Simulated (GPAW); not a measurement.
**OLYP/plane waves (scalar-relativistic datasets, plane-wave cutoff 450 eV) run of CH3BF2 (borane,difluoromethyl)**

We compute the atomisation energy of CH3BF2 (borane,difluoromethyl). 

The calculation is run with GPAW 26.7.0.

3 further runs of the same task are left out: 3 set aside as unsound or not needed.

## (1) The molecule

The species is CH3BF2 (7 atoms), meant as a singlet with charge 0. SMILES: `CB(F)F`. Geometry: relaxed at GFN2-xTB.

Bond lengths: C1–B2 1.570 Å, B2–F3 1.318 Å, B2–F4 1.318 Å, C1–H5 1.085 Å, C1–H6 1.088 Å, C1–H7 1.088 Å. Angles: C1–B2–F3 123.6°, C1–B2–F4 122.8°, F3–B2–F4 113.5°, B2–C1–H5 112.3°, B2–C1–H6 110.8°, B2–C1–H7 110.6°, H5–C1–H6 108.4°, H5–C1–H7 108.3°, H6–C1–H7 106.3°.

## (2) The atomisation energy at OLYP/plane waves (scalar-relativistic datasets, plane-wave cutoff 450 eV)

Input file molecule.py:

```python
import numpy as np
from ase import Atoms
from ase.units import Bohr
from gpaw import GPAW, PW, setup_paths
from gpaw.atom.configurations import parameters
from gpaw.atom.generator import Generator

# Geometry
positions_bohr = np.array(
              [[ -0.208890,   1.324509,  -0.084357],
               [  0.270023,  -1.596138,   0.133812],
               [  1.264378,  -2.684677,   2.141060],
               [ -0.291566,  -3.197587,  -1.690322],
               [  0.432161,   2.342882,   1.575767],
               [  0.746045,   2.100525,  -1.731386],
               [ -2.212151,   1.710486,  -0.344573]])
mol = Atoms(['C', 'B', 'F', 'F', 'H', 'H', 'H'], positions=positions_bohr * Bohr)
mol.center(vacuum=4.5)
mol.pbc = True

# PAW datasets for this functional
for symbol in ['B', 'C', 'F', 'H']:
    Generator(symbol, xcname='GGA_X_OPTX+GGA_C_LYP', scalarrel=True, nofiles=True, txt=None).run(**parameters[symbol])
setup_paths.insert(0, '.')

# GPAW settings
calc = GPAW(mode=PW(450), xc='GGA_X_OPTX+GGA_C_LYP', maxiter=60, symmetry='off', txt='-')
mol.calc = calc

xcs = ['HCTH407', 'RPBE', 'AM05', 'M06-L', 'MGGA_X_SCAN+MGGA_C_SCAN', 'GGA_X_B88+GGA_C_PW91', 'PBEsol', 'PW91']
e = mol.get_potential_energy()
e_mol = {'OLYP': e}
for xc in xcs:
    e_mol[xc] = e + calc.get_xc_difference(xc)

# Spin-polarised atoms
e_atom = {}
for symbol in sorted(set(mol.symbols)):
    atom = Atoms(symbol, cell=mol.cell, pbc=mol.pbc)
    atom.center()
    atom.calc = GPAW(mode=PW(450),
                     symmetry='off',
                     xc='GGA_X_OPTX+GGA_C_LYP',
                     maxiter=150,
                     hund=True,
                     txt=f'{symbol}_atom.txt')
    e = atom.get_potential_energy()
    e_atom[symbol] = {'OLYP': e}
    for xc in xcs:
        e_atom[symbol][xc] = e + atom.calc.get_xc_difference(xc)

atomisation = {xc: sum(e_atom[x][xc] for x in mol.symbols) - e_mol[xc] for xc in e_mol}
for xc, de in atomisation.items():
    print(f'{xc:32} {de:9.3f} eV')
```

Command:

```sh
$ python molecule.py
```

Q: Predict the results. Wanted: energy as printed; dipole moment; HOMO energy; LUMO energy; HOMO–LUMO gap; atomisation energy.

**Answer.** As computed:

Level: OLYP/plane waves (scalar-relativistic datasets, plane-wave cutoff 450 eV).

| quantity | value |
| --- | --- |
| energy as printed (from the program's reference atoms) | -36.0183 eV |
| dipole moment | 1.65 D |
| HOMO energy (from the vacuum level) | -8.58 eV |
| LUMO energy (from the vacuum level) | -1.09 eV |
| HOMO–LUMO gap | 7.49 eV |
| atomisation energy (program's own) | 30.92 eV |
